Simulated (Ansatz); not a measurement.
Molecular dynamics of C

input.yaml

```yaml
accuracy: low
crystal:
  lattice:
    - [0.0, 3.68524, 3.68524]
    - [3.68524, 0.0, 3.68524]
    - [3.68524, 3.68524, 0.0]
  atoms:
    - { symbol: C, position: [-0.00480053, -0.02993474, 0.02705619] }
    - { symbol: C, position: [0.1438437, 0.10362511, 0.11587605] }
    - { symbol: C, position: [-0.00448851, 0.01053251, 0.48131301] }
    - { symbol: C, position: [0.10947911, 0.13616973, 0.6127226] }
    - { symbol: C, position: [-0.04648931, 0.49526321, 0.02340927] }
    - { symbol: C, position: [0.1397381, 0.61045552, 0.09510097] }
    - { symbol: C, position: [0.01687632, 0.49938519, 0.49404886] }
    - { symbol: C, position: [0.11928352, 0.6250861, 0.63474303] }
    - { symbol: C, position: [0.51938457, -0.01506157, 0.00728758] }
    - { symbol: C, position: [0.64154434, 0.0819715, 0.13808914] }
    - { symbol: C, position: [0.49555144, -0.00310519, 0.49732969] }
    - { symbol: C, position: [0.62384875, 0.1143399, 0.61009983] }
    - { symbol: C, position: [0.47283263, 0.5159169, -0.03101601] }
    - { symbol: C, position: [0.55709975, 0.66699288, 0.12270566] }
    - { symbol: C, position: [0.45842218, 0.5100922, 0.51024972] }
    - { symbol: C, position: [0.6212946, 0.6292849, 0.62248394] }
basis:
  ecutwfc: 420.0
kpoints:
  mp_grid: { grid: [4, 4, 4] }
hamiltonian:
  xc: lda
scf:
  occupations: { method: fermi_dirac, width: 0.36 }
  lower_state_search: "off"
md:
  timestep: 0.75
  n_steps: 70
  ensemble: nvt_langevin
  temperature: 2520.0
  initial_velocities: maxwell_boltzmann
  seed: 667176
  friction: 0.005
```

Run as:

```bash
$ ansatz run input.yaml --threads 1 --pin off --max-ram 3072MiB --backend cpu --events-out ev --progress --plain --runs-dir out
```

It goes on from the last frame of an earlier run, with new velocities.

Output, in part (one step line in 3):

```
md step     0: t =     0.00 fs  T =  2362.5 K  F+E_penalty+E_count = -3881.27759086 eV  E_kin = 4.886028 eV  (7 SCF iters)
md step     3: t =     2.25 fs  T =  2449.7 K  F+E_penalty+E_count = -3881.65835188 eV  E_kin = 5.066360 eV  (7 SCF iters)
md step     6: t =     4.50 fs  T =  2437.6 K  F+E_penalty+E_count = -3881.81402980 eV  E_kin = 5.041377 eV  (5 SCF iters)
md step     9: t =     6.75 fs  T =  2298.5 K  F+E_penalty+E_count = -3881.71548297 eV  E_kin = 4.753620 eV  (5 SCF iters)
md step    12: t =     9.00 fs  T =  2191.7 K  F+E_penalty+E_count = -3881.53700282 eV  E_kin = 4.532705 eV  (5 SCF iters)
md step    15: t =    11.25 fs  T =  2151.1 K  F+E_penalty+E_count = -3881.47410380 eV  E_kin = 4.448771 eV  (5 SCF iters)
md step    18: t =    13.50 fs  T =  1977.4 K  F+E_penalty+E_count = -3881.10551180 eV  E_kin = 4.089588 eV  (5 SCF iters)
md step    21: t =    15.75 fs  T =  1857.2 K  F+E_penalty+E_count = -3880.53020490 eV  E_kin = 3.840919 eV  (5 SCF iters)
md step    24: t =    18.00 fs  T =  1722.2 K  F+E_penalty+E_count = -3880.43638408 eV  E_kin = 3.561818 eV  (5 SCF iters)
md step    27: t =    20.25 fs  T =  1863.6 K  F+E_penalty+E_count = -3880.98690496 eV  E_kin = 3.854213 eV  (5 SCF iters)
md step    30: t =    22.50 fs  T =  2023.7 K  F+E_penalty+E_count = -3881.75676075 eV  E_kin = 4.185283 eV  (7 SCF iters)
md step    33: t =    24.75 fs  T =  2252.6 K  F+E_penalty+E_count = -3882.19943661 eV  E_kin = 4.658655 eV  (5 SCF iters)
md step    36: t =    27.00 fs  T =  2277.3 K  F+E_penalty+E_count = -3882.28280390 eV  E_kin = 4.709889 eV  (5 SCF iters)
md step    39: t =    29.25 fs  T =  2176.9 K  F+E_penalty+E_count = -3882.19266558 eV  E_kin = 4.502181 eV  (5 SCF iters)
md step    42: t =    31.50 fs  T =  2053.4 K  F+E_penalty+E_count = -3882.03514514 eV  E_kin = 4.246751 eV  (5 SCF iters)
md step    45: t =    33.75 fs  T =  2056.0 K  F+E_penalty+E_count = -3881.94668843 eV  E_kin = 4.252119 eV  (5 SCF iters)
md step    48: t =    36.00 fs  T =  1969.6 K  F+E_penalty+E_count = -3882.10839000 eV  E_kin = 4.073510 eV  (5 SCF iters)
md step    51: t =    38.25 fs  T =  2200.8 K  F+E_penalty+E_count = -3882.40190681 eV  E_kin = 4.551606 eV  (5 SCF iters)
md step    54: t =    40.50 fs  T =  2110.3 K  F+E_penalty+E_count = -3882.30873567 eV  E_kin = 4.364362 eV  (5 SCF iters)
md step    57: t =    42.75 fs  T =  1829.5 K  F+E_penalty+E_count = -3881.81295962 eV  E_kin = 3.783769 eV  (5 SCF iters)
md step    60: t =    45.00 fs  T =  1630.9 K  F+E_penalty+E_count = -3881.42787094 eV  E_kin = 3.372992 eV  (7 SCF iters)
md step    63: t =    47.25 fs  T =  1571.9 K  F+E_penalty+E_count = -3881.40596837 eV  E_kin = 3.251006 eV  (5 SCF iters)
md step    66: t =    49.50 fs  T =  1636.7 K  F+E_penalty+E_count = -3881.52158944 eV  E_kin = 3.384982 eV  (5 SCF iters)
md step    69: t =    51.75 fs  T =  1730.0 K  F+E_penalty+E_count = -3881.63708054 eV  E_kin = 3.577925 eV  (5 SCF iters)
md step    70: t =    52.50 fs  T =  1788.6 K  F+E_penalty+E_count = -3881.65499338 eV  E_kin = 3.699073 eV  (7 SCF iters)
```

All steps were run. The mean temperature of the second half is 23 % below the set value. A run of 0.052 ps of so small a system gives no equilibrium averages. Limits of this set-up: low accuracy level.

Mean squared displacements from the first frame to the last, about the centre of mass: C 0.05 Å².

Last frame:

```xyz
16
Lattice="0.0000 3.6852 3.6852 3.6852 0.0000 3.6852 3.6852 3.6852 0.0000" Properties=species:S:1:pos:R:3
C -0.285 0.021 -0.027
C 0.769 0.917 0.906
C 1.887 1.693 -0.032
C 2.808 2.689 0.866
C 1.712 -0.044 1.705
C 2.575 1.031 2.663
C 3.696 1.767 1.897
C 4.647 2.698 2.767
C -0.020 1.825 1.686
C 0.916 2.829 2.718
C 1.846 3.637 1.723
C 2.775 4.543 2.563
C 1.541 2.008 3.607
C 2.595 2.862 4.499
C 3.647 3.699 3.629
C 4.439 4.608 4.585
```

Run time: 14 min on 1 thread of Arm Neoverse V1, with other jobs on the host, peak memory 0.54 GiB.
